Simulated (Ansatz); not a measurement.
Zr3S2, space group R32: a frozen displacement of one atom, run with the Python package of Ansatz (0.2.0).

Script `zr3s2_push.py`:
```python
'''Energy and force of Zr3S2 as one atom is pushed off its site.'''

import ansatz as az
import numpy as np

lattice = az.Lattice.of(
    (2.902538, 1.675781, 3.487773),
    (-2.902538, 1.675781, 3.487773),
    (0.0, -3.351562, 3.487773),
)
sites = [
    ('Zr', (0.161273, 0.838727, 0.5)),
    ('Zr', (0.5, 0.161273, 0.838727)),
    ('Zr', (0.838727, 0.5, 0.161273)),
    ('S', (0.334977, 0.334977, 0.334977)),
    ('S', (0.665023, 0.665023, 0.665023)),
]
system = az.Crystal(lattice=lattice)
for symbol, position in sites:
    system = system.atom(symbol, position)

inverse = np.linalg.inv(np.array(system.lattice.vectors))
home = np.array(system.sites[0].position)
values = np.linspace(-0.2, 0.2, 5)
energies, pulls = [], []
for shift in values:
    moved = system.move(0, to=home + shift * inverse[1])
    job = (
        moved.calculation()
        .occupations('fermi_dirac', width=0.1)
        .functional('pbe')
        .scf(tolerance=1e-09, max_iterations=75)
        .basis(450)
        .kpoints(5, center='gamma')
        .forces()
    )
    data = job.run(threads=1, pin='off').report
    energies.append(data['free_energy_ev'])
    pulls.append(data['forces_ev_ang'][0][1])

# the force is minus the slope of the free energy
print('shift (A)   dE (eV)   force along y (eV/A)')
for shift, e, f in zip(values, energies, pulls):
    print(f'{shift:8.3f} {e - energies[2]:10.5f} {f:12.4f}')
print(f'stiffness from energies {2 * np.polyfit(values, energies, 2)[0]:.3f}, from forces {-np.polyfit(values, pulls, 1)[0]:.3f} eV/A^2')
```

How stiff is this displacement, and do energies and forces agree?

The curvature of the energy gives 8.626 eV/Å² and the slope of the force 8.592 eV/Å², a positive curvature.

What the script printed:

`python zr3s2_push.py` gives:
```text
shift (A)   dE (eV)   force along y (eV/A)
  -0.200    0.17266       1.7148
  -0.100    0.04339       0.8663
   0.000    0.00000      -0.0000
   0.100    0.04339      -0.8663
   0.200    0.17266      -1.7148
stiffness from energies 8.626, from forces 8.592 eV/A^2
```

Caveats:
- Spin is left out of this run.
- The mesh is modest for a metal, so energies can be off by several to tens of meV an atom and pressures by half a GPa or more; differences at equal mesh fare better.
- In a metal a curvature from energy changes of a few meV or less hangs on mesh and smearing, in size and even in sign.
- The structure comes from a database of computed cells and needn't be a stable or known phase.
- All periodic images of the atom move with it, so the curvature is one diagonal element of the zone-centre force constants and no normal mode; a positive value doesn't exclude soft modes in which several atoms move.
- Finished in 2.4 min on 1 thread of Arm Neoverse N1, with other jobs on the host, peak memory 0.49 GiB.
